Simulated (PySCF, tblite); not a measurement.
# C6H11O radical: geometry, infrared bands and EPR parameters

What infrared bands and EPR parameters should C6H11O radical (`C[C@@H]1CCC[C]1O`) show?

Programs: tblite 0.8.0 and PySCF 2.14.0, with density-fitted response routines of our own. Each step states its level of theory. These are calculated values for one molecule in the gas phase, unless marked as measured. Atoms count from 0, in the outputs and in this text.

## 1. Starting geometry

18 atoms, charge 0, multiplicity 2; geometry from: force field or distance geometry start.

Bonds of the start (Å): C0–C1 1.49, C1–C2 1.51, C2–C3 1.53, C3–C4 1.50, C4–C5 1.52, C5–O6 1.38, C5–C1 1.49, C0–H7 1.12, C0–H8 1.11, C0–H9 1.10, C1–H10 1.11, C2–H11 1.11, C2–H12 1.09, C3–H13 1.09, C3–H14 1.13, C4–H15 1.10, C4–H16 1.11, O6–H17 0.99.

## 2. Optimising the geometry with GFN2-xTB

Job settings and geometry (Å):

```
{"job": {"kind": "relax", "xc": "GFN2-xTB", "basis": "xTB"}, "charge": 0, "multiplicity": 2}
C      2.065900    -0.194800    -0.506800
C      0.672400    -0.113100     0.024600
C     -0.271900    -1.155100    -0.534600
C     -1.492900    -0.766800     0.299900
C     -1.497700     0.726100     0.136400
C     -0.093900     1.127100    -0.301100
O      0.364700     2.267100     0.336400
H      2.705700    -0.636700     0.297900
H      2.461800     0.831900    -0.652500
H      2.178200    -0.842300    -1.384500
H      0.670200    -0.229400     1.132200
H     -0.545100    -0.895200    -1.574300
H      0.043700    -2.181200    -0.376300
H     -2.411300    -1.263100    -0.025300
H     -1.212000    -1.031000     1.358200
H     -2.244000     0.966200    -0.635600
H     -1.722500     1.268500     1.082000
H      0.319700     2.128300     1.311600
```

On the command line:

```console
$ OMP_NUM_THREADS=1 python probes_run.py task.json out
```

This one command runs all jobs of the session in turn.

What it wrote:

```text
step      E/eV     max force
  0    -610.20900    2.418
  1    -610.42591    1.408
  2    -610.52734    0.617
  3    -610.59208    0.651
  4    -610.65836    0.661
  5    -610.71326    0.704
  6    -610.76213    0.601
  7    -610.79402    0.512
  8    -610.81616    0.461
  9    -610.83840    0.622
 10    -610.86610    0.604
 11    -610.89469    0.418
 12    -610.91905    0.394
 13    -610.93795    0.392
 14    -610.95419    0.349
 15    -610.96994    0.319
 16    -610.98454    0.283
 17    -610.99930    0.278
 18    -611.01424    0.277
 19    -611.02743    0.296
 20    -611.04083    0.326
 21    -611.05505    0.299
 22    -611.06706    0.329
 23    -611.07578    0.439
 24    -611.08219    0.249
 25    -611.08794    0.190
 26    -611.09454    0.284
 27    -611.10173    0.305
 28    -611.10943    0.398
 29    -611.11905    0.239
 30    -611.10410    1.492
 31    -611.13270    0.242
 32    -611.14062    0.231
 33    -611.10230    2.323
 34    -611.15685    0.370
 35    -611.16518    0.241
 36    -611.10700    2.376
 37    -611.17376    0.190
 38    -611.17818    0.164
 39    -611.18155    0.889
 40    -611.18690    0.338
 41    -611.18967    0.267
 42    -611.20035    0.129
 43    -611.20210    0.108
 44    -611.20426    0.096
 45    -611.20617    0.101
 46    -611.20774    0.093
 47    -611.20905    0.097
 48    -611.21044    0.122
 49    -611.21245    0.118
 50    -611.21551    0.110
 51    -611.21865    0.148
 52    -611.22351    0.173
 53    -611.23064    0.200
 54    -611.23185    0.553
 55    -611.24392    0.402
 56    -611.24903    0.189
 57    -611.25486    0.244
 58    -611.25875    0.271
 59    -611.26362    0.280
 60    -611.26767    0.169
 61    -611.27013    0.125
 62    -611.27136    0.134
 63    -611.27283    0.090
 64    -611.27400    0.082
 65    -611.27521    0.088
 66    -611.27636    0.092
 67    -611.27757    0.110
 68    -611.27889    0.125
 69    -611.28041    0.125
 70    -611.28198    0.106
 71    -611.28329    0.094
 72    -611.28440    0.094
 73    -611.28538    0.107
 74    -611.28626    0.084
 75    -611.28704    0.072
 76    -611.28774    0.049
 77    -611.28823    0.051
 78    -611.28867    0.054
 79    -611.28921    0.051
 80    -611.28992    0.054
 81    -611.29057    0.045
 82    -611.29097    0.079
 83    -611.29126    0.044
 84    -611.29153    0.038
 85    -611.29191    0.048
 86    -611.29220    0.046
 87    -611.29245    0.031
 88    -611.29262    0.025
 89    -611.29279    0.023
 90    -611.29292    0.024
 91    -611.29301    0.029
 92    -611.29307    0.031
 93    -611.29314    0.027
 94    -611.29321    0.020
 95    -611.29326    0.015
 96    -611.29331    0.013
 97    -611.29334    0.016
 98    -611.29337    0.018
 99    -611.29342    0.023
100    -611.29348    0.029
101    -611.29358    0.039
102    -611.29372    0.048
103    -611.29391    0.049
104    -611.29411    0.037
105    -611.29430    0.033
106    -611.29446    0.030
107    -611.29462    0.028
108    -611.29475    0.025
109    -611.29486    0.021
110    -611.29495    0.018
111    -611.29502    0.020
112    -611.29507    0.017
113    -611.29511    0.020
114    -611.29515    0.018
115    -611.29519    0.016
116    -611.29523    0.020
117    -611.29528    0.020
118    -611.29533    0.025
119    -611.29538    0.021
120    -611.29543    0.019
121    -611.29548    0.014
122    -611.29552    0.015
123    -611.29556    0.014
124    -611.29559    0.012
125    -611.29562    0.013
126    -611.29566    0.014
127    -611.29570    0.010
128    -611.29571    0.008
```

It took 0.69 s on 1 thread of Intel Xeon Platinum 8488C, shared host.

Relaxation path: (not every step is listed)

```
step  energy from step 0 (eV)  largest force (eV/Å)
   0                   0.0000                2.4180
   1                  -0.2169                1.4083
   2                  -0.3183                0.6169
   3                  -0.3831                0.6510
   4                  -0.4494                0.6610
   5                  -0.5043                0.7040
   6                  -0.5531                0.6011
   7                  -0.5850                0.5118
   8                  -0.6072                0.4610
  19                  -0.8184                0.2956
  30                  -0.8951                1.4919
  41                  -0.9807                0.2668
  52                  -1.0145                0.1732
  63                  -1.0638                0.0897
  74                  -1.0773                0.0841
  85                  -1.0829                0.0484
  96                  -1.0843                0.0135
 107                  -1.0856                0.0277
 118                  -1.0863                0.0247
 123                  -1.0866                0.0137
 124                  -1.0866                0.0122
 125                  -1.0866                0.0133
 126                  -1.0867                0.0141
 127                  -1.0867                0.0099
 128                  -1.0867                0.0078
```

Close pairs (by a distance rule), those that changed most:

```
  bond  before (Å)  after (Å)  change (Å)
 C0–C1       1.494      1.530      +0.037
C3–H14       1.126      1.091      -0.035
 C3–C4       1.502      1.535      +0.033
 C0–H7       1.119      1.088      -0.031
 C4–C5       1.524      1.493      -0.031
O6–H17       0.986      0.962      -0.024
 C0–H8       1.110      1.087      -0.023
 C1–C2       1.513      1.535      +0.022
```

The next job starts from the end point, and lists it.

## 3. Harmonic vibrations with GFN2-xTB

Job settings and geometry (Å):

```
{"job": {"kind": "ir", "xc": "GFN2-xTB", "basis": "xTB"}, "charge": 0, "multiplicity": 2}
C      2.046198    -0.150577    -0.681539
C      0.808709    -0.233450     0.214759
C     -0.213384    -1.279051    -0.252153
C     -1.558521    -0.761516     0.261436
C     -1.459470     0.760734     0.092560
C      0.003144     1.026072     0.229758
O      0.508789     2.129677     0.881779
H      2.584971    -1.095386    -0.670684
H      2.705950     0.635936    -0.325327
H      1.757253     0.075895    -1.705237
H      1.155059    -0.467098     1.234019
H     -0.223628    -1.310034    -1.342853
H      0.014461    -2.277561     0.117797
H     -2.401653    -1.190134    -0.279134
H     -1.667078    -1.006179     1.319228
H     -1.824591     1.050077    -0.902675
H     -2.061304     1.306601     0.828099
H     -0.183665     2.792312     0.968510
```

What it wrote:

```text
mode    cm-1     km/mol
  1      66.1      0.43
  2     154.3      2.42
  3     204.4      1.71
  4     218.7     14.57
  5     253.5    110.21
  6     275.9     23.45
  7     395.7      4.50
  8     462.9      1.08
  9     526.1      2.37
 10     569.0      2.12
 11     777.6      1.82
 12     852.6      1.07
 13     880.0      0.02
 14     932.7      0.25
 15     976.4      5.75
 16     989.7      2.09
 17    1030.1     26.88
 18    1051.6     11.86
 19    1072.4      0.11
 20    1112.2     44.08
 21    1113.8     30.50
 22    1148.5     11.22
 23    1186.7      0.74
 24    1209.2      0.09
 25    1240.0     24.28
 26    1270.9      2.02
 27    1274.0      6.58
 28    1294.9     52.04
 29    1318.9      3.88
 30    1335.0     21.99
 31    1364.7     95.61
 32    1400.0      2.48
 33    1470.6      0.07
 34    1484.3      0.54
 35    1493.9      1.18
 36    1497.0      1.72
 37    1500.9      3.18
 38    2823.0     53.82
 39    2853.9     42.53
 40    2913.4     65.48
 41    2976.0      0.92
 42    2989.6     89.83
 43    2999.2     46.00
 44    3008.6     49.88
 45    3029.1     53.31
 46    3033.9     40.17
 47    3048.4     24.44
 48    3554.4     14.24
```

Wall time 0.48 s (1 thread of Intel Xeon Platinum 8488C, shared host).

Which atoms move in the most intense modes:

```csv
cm⁻¹,km/mol,atoms
254,110.2,"H17 73 %, O6 11 %"
1295,52.0,"H10 18 %, C5 18 %, H14 15 %"
1365,95.6,"C5 50 %, O6 12 %"
2823,53.8,H10 93 %
2913,65.5,"H16 82 %, H15 13 %"
2990,89.8,"H11 46 %, H14 43 %"
3009,49.9,H12 80 %
3029,53.3,H7 87 %
```

## 4. EPR parameters: B3LYP/pcH-1

Settings changed since step 3:

```diff
@@ -1,2 +1,2 @@
-{"job": {"kind": "ir", "xc": "GFN2-xTB", "basis": "xTB"}, "charge": 0, "multiplicity": 2}
+{"job": {"kind": "epr", "basis": "pcH-1"}, "charge": 0, "multiplicity": 2}
 C      2.046198    -0.150577    -0.681539
```

With the program's defaults for keys left out, this is: UKS B3LYP, pcH-1 on C H O, non-relativistic, mean-field spin-orbit, GIAO.

What it wrote:

```text
UKS, coarse grid
  cycle   1  E = -310.35242045  |g| = 5.06e-01
  cycle   2  E = -310.25816983  |g| = 7.23e-01
  cycle   3  E = -310.45681124  |g| = 8.62e-02
  cycle   4  E = -310.45906781  |g| = 4.17e-02
  cycle   5  E = -310.45986100  |g| = 6.18e-03
  cycle   6  E = -310.45987882  |g| = 2.92e-03
  cycle   7  E = -310.45988304  |g| = 9.54e-04
UKS, final grid
  cycle   1  E = -310.45986302  |g| = 1.07e-03
  cycle   2  E = -310.45986267  |g| = 1.43e-03
  cycle   3  E = -310.45986359  |g| = 1.38e-04
  cycle   4  E = -310.45986359  |g| = 7.78e-05
  cycle   5  E = -310.45986360  |g| = 2.13e-05
E = -310.45986360 Eh   <S^2> = 0.7537 (exact 0.7500)
g shifts (ppm)      1          2          3
  rmc          -188       -188       -188
  gc             11         37         37
  oz_so         -81        829       1830
  total        -257        679       1679
hyperfine (MHz)  atom isotope    a_iso     a_fc   dipolar eigenvalues
    0   13C      50.22      50.22     -2.89     -2.59      5.48
    1   13C     -13.55     -13.55     -2.21     -1.07      3.28
    2   13C      -0.53      -0.53     -1.09     -0.88      1.97
    3   13C      15.99      15.99     -1.92     -1.37      3.28
    4   13C     -17.62     -17.62     -2.61     -0.72      3.32
    5   13C     146.36     146.36    -77.53    -75.66    153.19
    6   17O     -22.97     -22.97    -57.12     27.28     29.84
    7    1H       3.71       3.71     -2.31     -1.79      4.10
    8    1H      -2.09      -2.09     -3.56     -2.45      6.02
    9    1H      -2.39      -2.39     -4.71     -2.21      6.93
   10    1H      86.00      86.00     -4.36     -3.85      8.21
   11    1H      -0.37      -0.37     -2.77     -2.58      5.35
   12    1H      -2.50      -2.50     -1.86     -1.36      3.22
   13    1H       3.59       3.59     -2.09     -1.53      3.62
   14    1H      -2.39      -2.39     -2.83     -2.21      5.04
   15    1H     111.37     111.37     -5.64     -4.46     10.10
   16    1H      44.33      44.33     -4.21     -3.42      7.63
   17    1H     -10.40     -10.40    -11.89     -8.52     20.41
```

Wall time 64 s (1 thread of Intel Xeon Platinum 8488C, shared host); peak memory 1 GiB.

Principal g values 2.00206, 2.00300, 2.00400; g(iso) = 2.00302, against 2.00232 for a free electron.

Mean a(iso) over the nuclei that a row names, and the largest dipolar term of the row (other rows stand at the frozen geometry):

```csv
nuclei,isotope,a(iso) (MHz),"a(iso) (G, at g = 2.0023)",largest dipolar term (MHz)
C5,13C,146.4,52.2,153.2
H15,1H,111.4,39.7,10.1
H10,1H,86.0,30.7,8.2
C0,13C,50.2,17.9,5.5
H16,1H,44.3,15.8,7.6
O6,17O,-23.0,-8.2,-57.1
C4,13C,-17.6,-6.3,3.3
C3,13C,16.0,5.7,3.3
C1,13C,-13.5,-4.8,3.3
H17,1H,-10.4,-3.7,20.4
H13,1H,3.6,1.3,3.6
H12,1H,-2.5,-0.9,3.2
H14,1H,-2.4,-0.9,5.0
C2,13C,-0.5,-0.2,2.0
```

Mulliken spin populations:

C0 0.02; C1 -0.05; C2 0.00; C3 0.02; C4 -0.07; C5 0.84; O6 0.10; H7 0.01; H8 0.00; H9 0.00; H10 0.06; H11 0.00; H12 0.00; H13 0.01; H14 0.00; H15 0.04; H16 0.03; H17 0.00

In first order the couplings over 0.8 MHz of 1H give 128 distinct lines over 93.0 G, if the averaged nuclei exchange fast; the same motion can average rows kept apart here too.

Orbitals, density, ELF and potential are computed afterwards from the orbital file.

ELF in a plane through or near 9 of the atoms.

Values, 10 rows by 14 columns:
```
0.00 0.00 0.00 0.00 0.00 0.00 0.00 0.00 0.00 0.00 0.00 0.00 0.00 0.00
0.00 0.00 0.00 0.00 0.00 0.00 0.00 0.00 0.00 0.00 0.00 0.00 0.00 0.00
0.00 0.00 0.00 0.00 0.00 0.06 0.58 0.40 0.01 0.02 0.05 0.00 0.00 0.00
0.00 0.00 0.15 0.66 0.03 0.08 0.83 0.76 0.33 0.78 0.87 0.19 0.00 0.00
0.00 0.01 0.91 1.00 0.88 0.33 0.92 0.56 0.45 0.15 0.28 0.03 0.00 0.00
0.00 0.00 0.11 0.57 0.23 0.91 0.37 0.58 0.55 0.62 0.48 0.12 0.00 0.00
0.00 0.00 0.60 0.99 0.97 0.04 0.31 0.26 0.47 0.79 1.00 0.91 0.01 0.00
0.00 0.00 0.00 0.12 0.00 0.24 0.91 0.60 0.90 0.04 0.08 0.03 0.00 0.00
0.00 0.00 0.00 0.00 0.00 0.02 0.17 0.17 0.75 0.09 0.00 0.00 0.00 0.00
0.00 0.00 0.00 0.00 0.00 0.00 0.00 0.00 0.00 0.00 0.00 0.00 0.00 0.00
```
The map spans 10.8 Å across and 10.9 Å up, centred on the molecule. Atoms in the plane (x, y in Å): C1 (-0.8, 0.0), C2 (0.0, 1.3), C3 (1.5, 1.0), C5 (0.2, -1.0), O6 (0.0, -2.3), H7 (-2.8, 0.7), H8 (-2.6, -1.0), H16 (2.3, -1.1), H17 (0.8, -2.9).

On the surface of density 0.002 e/bohr³ the electrostatic potential runs, from the 1st to the 99th percentile, from -1.39 V near O6 to 2.15 V near H17.

The spin density lies nearest to C5 62 %; O6 13 %.

## 5. What came out

| quantity | value |
| --- | --- |
| strongest single infrared mode (GFN2-xTB) | 254 cm⁻¹, 110 km/mol |
| zero-point energy (GFN2-xTB) | 98.1 kcal/mol |
| g(iso) (B3LYP) | 2.00302 |
| ⟨S²⟩ | 0.754 (exact 0.75) |
| largest a(iso) (averaged by class) | 13C on C5, 146.4 MHz |
| potential on the surface of density 0.002 e/bohr³, 1st and 99th percentile | -1.39 V and 2.15 V |

Over 128 steps the energy fell by 1.087 eV; of the close pairs, C0–C1 changed most, 1.494 to 1.530 Å. No mode is imaginary among the 48: a minimum at this level. The strongest single mode, at 254 cm⁻¹, moves mainly H17. GFN2-xTB is a fitted tight-binding method: band positions and strengths are rough. Its intensities can rank the bands wrongly. C5 carries the largest spin population, 0.84 e. The isotropic g lies 0.7 ppt above the free-electron value. The conformer search found further structures of the same energy, which may be mirror or relabelled copies of this one.
